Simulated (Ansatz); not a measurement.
# Y: the cost of one run

Method: DFT PBEsol, scalar-relativistic, plane waves, PAW, in Ansatz 0.2.0.

3 further runs of the same task are left out: 1 that didn't finish, 2 set aside as unsound or not needed.

## Step 1: The system as given

Symmetry: P6_3/mmc, No. 194, hexagonal system. The conventional cell has a = 3.598 Å, b = 3.598 Å, c = 5.586 Å, α = 90.00°, β = 90.00°, γ = 120.00°. Around Y (site symmetry -6m2) lie 12 Y at 3.48 to 3.60 Å.

Structure file:

```xyz
2
Lattice="3.5975 0.0000 0.0000 -1.7988 3.1155 0.0000 0.0000 0.0000 5.5858" Properties=species:S:1:pos:R:3 pbc="T T T"
Y     0.0000    2.0770    1.3964
Y     1.7988    1.0385    4.1893
```

This cell was relaxed beforehand with the same method: volume 31.30 Å³/atom, gap on the mesh none (metal).

## Step 2: Bulk reference on the slab's mesh

input.yaml reads:

```yaml
crystal:
  lattice:
    - [3.5975166209, 0.0, 0.0]
    - [0.0, 5.5857601119, 0.0]
    - [1.7987583105, 0.0, 3.1155407843]
  atoms:
    - { symbol: "Y", position: [0.3333333333, 0.75, 0.3333333333] }
    - { symbol: "Y", position: [0.6666666667, 0.25, 0.6666666667] }
basis:
  ecutwfc: 420
kpoints:
  mp_grid: { grid: [10, 6, 11] }
hamiltonian:
  xc: pbesol
scf:
  occupations: { method: gaussian, width: 0.1 }
output:
  forces: true
  stress: true
  eigenvalues: true
```

Launch:

```bash
$ ansatz run input.yaml --threads 1 --pin off --max-ram 3072MiB --backend cpu --events-out ev --progress --plain --runs-dir out
```

What time and memory should one allow on 1 thread of Intel Xeon 6975P-C (Granite Rapids), shared host?

About 4.1 s, with a peak of 0.5 GiB.
